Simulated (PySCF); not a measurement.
# InO: bond curves at several levels of theory

Aim: find the lowest electronic state of InO, scan its bond at several levels of theory, and get bond length, wavenumber and dissociation energy from each curve.

Computed with PySCF 2.14.0. Level: In x2c-TZVPPall, O x2c-TZVPPall, spin-free X2C with a Gaussian nucleus.

## (1) Input

A driver script around PySCF takes these settings:

```json
{
 "atoms": "In, O",
 "charge": "0",
 "basis": "In x2c-TZVPPall, O x2c-TZVPPall",
 "Hamiltonian": "spin-free X2C with a Gaussian nucleus",
 "basis functions": "91",
 "electrons treated": "57",
 "masses in u": "114.9039, 15.9949",
 "levels": "PBE0, PBE, r²SCAN, PBEsol, M06, B2PLYP, BHandHLYP, ωB97X, HF, MP2, SCS-MP2, CCSD, CCSD(T)",
 "grid": "80 radial by 434 angular points",
 "occupations": "held fixed by the projection of orbital angular momentum",
 "dissociation limit": "In + O, each in its ground configuration",
 "starting distance in angstrom": "1.990",
 "values of 2S to try": "1, 3"
}
```

Started as:

```bash
$ OMP_NUM_THREADS=1 python dia.py task.json out
```

The runs that follow: The PBE0 curve of the state that the search chose; Excited determinants; PBE (GGA); r²SCAN; PBEsol; M06; B2PLYP; BHandHLYP (global hybrid GGA); ωB97X (range-separated hybrid); UHF; Adding correlation.

Before running it: what results should come out? Wanted: for each run, Re; ωe; De; μ.

The runs gave:

Lowest PBE0 solution found, without spin–orbit coupling: ²Π (doublet), unpaired electrons π ↑. State 2 has its PBE0 minimum 0.02 eV higher. State 3 has its PBE0 minimum 2.98 eV higher. The other levels ran on the lowest alone.

```tsv
level	Re (Å)	ωe (cm⁻¹)	De (eV)	μ (D)
UHF	2.069	534	1.71	-2.90
UHF-MP2	2.076	520	3.41	n/a
UHF-SCS-MP2	2.083	514	3.36	n/a
UHF-CCSD	2.076	522	3.17	n/a
UHF-CCSD(T)	2.082	515	3.32	n/a
PBE	2.115	474	3.83	-2.74
PBEsol	2.092	491	4.01	-2.60
r²SCAN	2.088	504	3.67	-2.64
PBE0	2.085	505	3.47	-2.81
M06	2.102	492	3.62	-3.19
BHandHLYP	2.077	519	3.17	-3.00
ωB97X	2.083	513	3.66	-2.89
B2PLYP	2.093	501	3.49	-3.07
```

De is counted to In + O in their ground configurations. A positive dipole means In(−)O(+).

Differences from CCSD(T) in the same basis:

```tsv
level	Re (mÅ)	ωe (%)
UHF	-13	+3.6
UHF-MP2	-5	+0.9
UHF-SCS-MP2	+2	-0.2
UHF-CCSD	-5	+1.3
PBE	+34	-8.0
PBEsol	+11	-4.7
r²SCAN	+6	-2.1
PBE0	+3	-2.0
M06	+20	-4.6
BHandHLYP	-5	+0.7
ωB97X	+1	-0.5
B2PLYP	+11	-2.7
```

Judged by CCSD(T) in the same basis: best bond length ωB97X (+1 mÅ), worst PBE (+34 mÅ); best wavenumber UHF-SCS-MP2 (-0.2 %), worst PBE (-8.0 %). Hartree–Fock falls on the short and stiff side, its usual fault. PBE has the long and soft bond that GGAs tend to give. Among the levels with a De in the table, it runs from 1.71 eV (UHF) to 4.01 eV (PBEsol).

Correlated steps freeze 19 core orbitals. These are scalar-relativistic numbers at best; spin–orbit coupling would shift them, the dissociation energy most. B2PLYP dipoles, levels and charges come from its SCF part alone.
